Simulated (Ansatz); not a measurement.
# Ti11BiO24: the cost of one run

Method: DFT, PBE, plane-wave PAW, default files, scalar-relativistic, as far as a step names no other, in Ansatz 0.2.0.

## (1) The structure to begin with

It takes space group Pmmm (No. 47, orthorhombic). The conventional cell has a = 6.494 Å, b = 6.494 Å, c = 8.872 Å, α = 90.00°, β = 90.00°, γ = 90.00°. Around Bi (site symmetry mmm) lie 6 O at 1.95 to 1.98 Å. Ti (site symmetry mm2) is surrounded by 6 O at 1.95 to 1.98 Å. Ti (site symmetry mmm) is surrounded by 6 O at 1.95 to 1.98 Å. Only part of the 16 independent sites is listed.

Coordinates:

```cif
data_structure
_symmetry_space_group_name_H-M 'Pmmm'
_symmetry_Int_Tables_number 47
_cell_length_a 6.4944
_cell_length_b 6.4944
_cell_length_c 8.8722
_cell_angle_alpha 90.000
_cell_angle_beta 90.000
_cell_angle_gamma 90.000
_cell_volume 374.20
loop_
_atom_site_label
_atom_site_type_symbol
_atom_site_symmetry_multiplicity
_atom_site_Wyckoff_symbol
_atom_site_fract_x
_atom_site_fract_y
_atom_site_fract_z
_atom_site_occupancy
Bi1 Bi 1 a 0.00000 0.00000 0.00000 1
Ti1 Ti 2 q 0.00000 0.00000 0.33333 1
Ti2 Ti 1 f 0.50000 0.50000 0.00000 1
Ti3 Ti 2 t 0.50000 0.50000 0.33333 1
Ti4 Ti 2 s 0.50000 0.00000 0.16667 1
Ti5 Ti 1 d 0.50000 0.00000 0.50000 1
Ti6 Ti 2 r 0.00000 0.50000 0.16667 1
Ti7 Ti 1 g 0.00000 0.50000 0.50000 1
O1 O 2 i 0.30496 0.00000 0.00000 1
O2 O 4 w 0.30496 0.00000 0.33333 1
O3 O 2 k 0.80496 0.50000 0.00000 1
O4 O 4 x 0.80496 0.50000 0.33333 1
O5 O 4 v 0.50000 0.30496 0.16667 1
O6 O 2 p 0.50000 0.30496 0.50000 1
O7 O 4 u 0.00000 0.80496 0.16667 1
O8 O 2 n 0.00000 0.80496 0.50000 1
```

Atom 1 of the input is the impurity.

## (2) Single point at the given positions

The input, input.yaml:

```yaml
crystal:
  lattice:
    - [4.5922, 4.5922, 0.0]
    - [-4.5922, 4.5922, 0.0]
    - [0.0, 0.0, 8.8722]
  atoms:
    - { symbol: Bi, position: [0.0, 0.0, 0.0], spin: 1.0 }
    - { symbol: Ti, position: [0.0, 0.0, 0.3333333333] }
    - { symbol: Ti, position: [0.0, 0.0, 0.6666666667] }
    - { symbol: Ti, position: [0.5, 0.5, 0.0] }
    - { symbol: Ti, position: [0.5, 0.5, 0.3333333333] }
    - { symbol: Ti, position: [0.5, 0.5, 0.6666666667] }
    - { symbol: Ti, position: [0.5, 0.0, 0.1666666667] }
    - { symbol: Ti, position: [0.5, 0.0, 0.5] }
    - { symbol: Ti, position: [0.5, 0.0, 0.8333333333] }
    - { symbol: Ti, position: [0.0, 0.5, 0.1666666667] }
    - { symbol: Ti, position: [0.0, 0.5, 0.5] }
    - { symbol: Ti, position: [0.0, 0.5, 0.8333333333] }
    - { symbol: O, position: [0.30496, 0.0, 0.0] }
    - { symbol: O, position: [0.30496, 0.0, 0.3333333333] }
    - { symbol: O, position: [0.30496, 0.0, 0.6666666667] }
    - { symbol: O, position: [0.80496, 0.5, 0.0] }
    - { symbol: O, position: [0.80496, 0.5, 0.3333333333] }
    - { symbol: O, position: [0.80496, 0.5, 0.6666666667] }
    - { symbol: O, position: [0.5, 0.30496, 0.1666666667] }
    - { symbol: O, position: [0.5, 0.30496, 0.5] }
    - { symbol: O, position: [0.5, 0.30496, 0.8333333333] }
    - { symbol: O, position: [0.0, 0.80496, 0.1666666667] }
    - { symbol: O, position: [0.0, 0.80496, 0.5] }
    - { symbol: O, position: [0.0, 0.80496, 0.8333333333] }
    - { symbol: O, position: [0.69504, 0.0, 0.0] }
    - { symbol: O, position: [0.69504, 0.0, 0.3333333333] }
    - { symbol: O, position: [0.69504, 0.0, 0.6666666667] }
    - { symbol: O, position: [0.19504, 0.5, 0.0] }
    - { symbol: O, position: [0.19504, 0.5, 0.3333333333] }
    - { symbol: O, position: [0.19504, 0.5, 0.6666666667] }
    - { symbol: O, position: [0.5, 0.69504, 0.1666666667] }
    - { symbol: O, position: [0.5, 0.69504, 0.5] }
    - { symbol: O, position: [0.5, 0.69504, 0.8333333333] }
    - { symbol: O, position: [0.0, 0.19504, 0.1666666667] }
    - { symbol: O, position: [0.0, 0.19504, 0.5] }
    - { symbol: O, position: [0.0, 0.19504, 0.8333333333] }
magnetization:
  spin_polarized: true
kpoints:
  mp_grid: { grid: [3, 3, 2] }
scf:
  occupations: { method: fermi_dirac, width: 0.01 }
hamiltonian:
  xc: pbe
  pseudopotentials: { kind: paw }
output:
  forces: true
  stress: true
  populations: true
  efg:
    quadrupole_moments_barn: { Bi: -0.516, Ti: 0.247, O: -0.02558 }
    contact_densities: true
```

Launch:

```sh
$ ansatz run input.yaml --threads 4 --pin off --max-ram 8192MiB --backend cpu --events-out ev --progress --plain --runs-dir out
```

What time and memory should one allow on 4 threads of Arm Neoverse V2, shared host?

About 53 s, with a peak of 2.1 GiB.
